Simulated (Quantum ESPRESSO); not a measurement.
Cs5C3, 8 atoms in the cell. The structure is cubic, space group Pm-3m (No. 221). The conventional cell has a = 7.741 Å, b = 7.741 Å, c = 7.741 Å, α = 90.00°, β = 90.00°, γ = 90.00°. Cs (site symmetry 4/mmm) has 2 Cs at 3.87 Å and 4 C at 3.87 Å as nearest neighbours. Around Cs (site symmetry m-3m) lie 6 C at 3.87 Å. Cs (site symmetry m-3m) is surrounded by 6 Cs at 3.87 Å. C (site symmetry 4/mmm) is surrounded by 6 Cs at 3.87 Å. The cell was built by a generator and needn't be a form met in nature.

| Quantity | Value |
| --- | --- |
| Program | Quantum ESPRESSO 7.5 |
| Task | projected density of states |
| Functional | RPBE |
| Dispersion | D3(BJ) |
| Potentials or basis | PseudoDojo 0.4 SR PBE stringent |
| Cutoff | 1116 eV |
| Density cutoff | 4463 eV |
| k mesh | 3 × 3 × 3 |
| Occupations | methfessel-paxton, width 0.05 eV |
| Spin | no spin polarisation |
| Mixing beta | 0.5 |
| Most SCF iterations | 120 |
| SCF threshold | 1.6e-09 Ry |
| Dos occupations | tetrahedra_opt |

Potentials or basis: PseudoDojo 0.4 SR PBE stringent.

Launch:

```sh
$ OMP_NUM_THREADS=1 pw.x -in pw.in > pw.out
$ OMP_NUM_THREADS=1 pw.x -in nscf.in > nscf.out
$ OMP_NUM_THREADS=1 projwfc.x -in projwfc.in > projwfc.out
```

Hardware: 1 thread of Intel(R) Xeon(R) Platinum 8488C (Sapphire Rapids) (shared host).

Task: How long does it take, and how much memory?

Result: It took 9.8 min on 1 thread of Intel(R) Xeon(R) Platinum 8488C (Sapphire Rapids), with other jobs on the host, peak memory 0.72 GiB. Counts: scf iterations 18, k pools 1, bands 39, k points 4, g dense 313561.
